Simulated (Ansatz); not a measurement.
# C7H10N2: up Jacob's ladder to CCSD(T)

One table from this session's results is given with a row withheld; the runs are named, their logs left out.

Computed with Ansatz 0.2.0, Gaussian basis. Level: functionals in def2-TZVPP, the program's frozen cores in correlated methods.

The runs, in order: LDA (SPW92), PBE-D4, revPBE-D4, BLYP-D4, r2SCAN-D4, B97M-V, PBE0-D4, B3LYP-D4, r2SCANh-D4, r2SCAN0-D4, HSE06-D4, BHLYP-D4, CAM-B3LYP-D4, LC-ωPBE, ωB97X-V, ωB97M-V, B2PLYP, PBE-QIDH; CCSD(T)/def2-SVP; CCSD(T)/def2-TZVPP; MP2/def2-QZVPP; extrapolation to the limit; RPA on PBE.

## The relaxed structure

The geometry comes from an earlier relaxation with PBE0-D4 in a triple-zeta def2 set; it is a stationary point, not always the lowest conformer.

SMILES `CN(N)c1ccccc1`, 19 atoms, charge 0, spin multiplicity 1.

Atoms are counted from 1 here; the program's logs count them from 0.

Bond lengths: C1–N2 1.440 Å, C1–H10 1.100 Å, C1–H11 1.093 Å, C1–H12 1.087 Å, N2–N3 1.393 Å, N2–C4 1.383 Å, N3–H13 1.018 Å, N3–H14 1.013 Å, C4–C5 1.403 Å, C4–C9 1.402 Å, C5–C6 1.384 Å, C5–H15 1.081 Å, C6–C7 1.387 Å, C6–H16 1.085 Å, C7–C8 1.386 Å, C7–H17 1.083 Å, C8–C9 1.384 Å, C8–H18 1.085 Å and more. Angles: N2–C1–H10 112.9°, N2–C1–H11 110.7°, N2–C1–H12 107.5°, H10–C1–H11 108.3°, H10–C1–H12 108.8°, H11–C1–H12 108.5°, C1–N2–N3 114.1°, C1–N2–C4 120.0°, N3–N2–C4 119.5°, N2–N3–H13 110.8°, N2–N3–H14 109.8°, H13–N3–H14 108.1°, N2–C4–C5 121.0°, N2–C4–C9 121.1°, C5–C4–C9 117.8°, C4–C5–C6 120.6°, C4–C5–H15 120.3°, C6–C5–H15 119.1° and more.

Set-up of the first run:

Contents of in.yaml:

```yaml
crystal:
  periodic: [false, false, false]
  atoms:
    - {symbol: C, position_ang: [1.741050, -0.033131, -1.782633]}
    - {symbol: N, position_ang: [1.146771, -0.693055, -0.648680]}
    - {symbol: N, position_ang: [2.045108, -1.440705, 0.109286]}
    - {symbol: C, position_ang: [0.026474, -0.153970, -0.042526]}
    - {symbol: C, position_ang: [-0.698791, 0.880566, -0.652316]}
    - {symbol: C, position_ang: [-1.837142, 1.391232, -0.054348]}
    - {symbol: C, position_ang: [-2.288311, 0.904477, 1.163245]}
    - {symbol: C, position_ang: [-1.572005, -0.111634, 1.775888]}
    - {symbol: C, position_ang: [-0.432278, -0.635942, 1.191022]}
    - {symbol: H, position_ang: [2.076108, 0.989765, -1.555309]}
    - {symbol: H, position_ang: [1.035402, 0.014315, -2.615514]}
    - {symbol: H, position_ang: [2.600172, -0.623553, -2.090621]}
    - {symbol: H, position_ang: [2.233986, -0.984305, 0.999273]}
    - {symbol: H, position_ang: [1.653239, -2.355010, 0.301742]}
    - {symbol: H, position_ang: [-0.371796, 1.291471, -1.597536]}
    - {symbol: H, position_ang: [-2.375354, 2.191123, -0.551059]}
    - {symbol: H, position_ang: [-3.178688, 1.311260, 1.626420]}
    - {symbol: H, position_ang: [-1.901872, -0.509133, 2.729500]}
    - {symbol: H, position_ang: [0.097914, -1.433761, 1.694165]}
basis:
  gaussian: {orbitals: def2-TZVPP}
hamiltonian: {xc: lda}
output: {orbitals: {seedname: orbitals}}
```

Run with:

```sh
> ansatz run in.yaml --threads 2 --pin off --events-out ev --progress --plain --max-ram 22528MiB --backend cuda --devices 0, --max-vram 18GiB
```

Steps of the session up to this table: LDA; PBE-D4 (GGA); revPBE-D4 (GGA); BLYP-D4 (GGA); r2SCAN-D4 (meta-GGA); B97M-V (meta-GGA); PBE0-D4 (hybrid); B3LYP-D4 (hybrid); r2SCANh-D4 (hybrid); r2SCAN0-D4 (hybrid); HSE06-D4 (hybrid); BHLYP-D4 (hybrid); CAM-B3LYP-D4 (range-separated); LC-ωPBE (range-separated); ωB97X-V (range-separated); ωB97M-V (range-separated); B2PLYP (double hybrid); PBE-QIDH (double hybrid).

One table of the session follows, with a row left open; its other results are not shown here.

It belongs to the step «Orbital energies across the functionals». 

| functional | HOMO (eV) | gap (eV) |
| --- | --- | --- |
| LDA (SPW92) | -4.91 | 3.69 |
| PBE-D4 | -4.73 | 3.76 |
| revPBE-D4 | -4.66 | 3.79 |
| BLYP-D4 | -4.59 | 3.77 |
| r2SCAN-D4 | -4.88 | 4.08 |
| B97M-V | -4.92 | 4.18 |
| PBE0-D4 | -5.73 | 5.64 |
| B3LYP-D4 | -5.55 | 5.27 |
| r2SCANh-D4 | -5.27 | 4.79 |
| r2SCAN0-D4 | -5.85 | 5.85 |
| HSE06-D4 | -5.35 | 4.88 |
| BHLYP-D4 | -6.61 | 7.52 |
| CAM-B3LYP-D4 | -6.93 | 7.89 |
| LC-ωPBE | -8.13 | 10.11 |
| ωB97X-V | -7.83 | 9.79 |
| ωB97M-V | ? | ? |

**Question.** Estimate the row for ωB97M-V.

As computed: HOMO (eV): -7.78; gap (eV): 9.64. In the column «HOMO (eV)» it lies between ωB97X-V (-7.83) and CAM-B3LYP-D4 (-6.93).
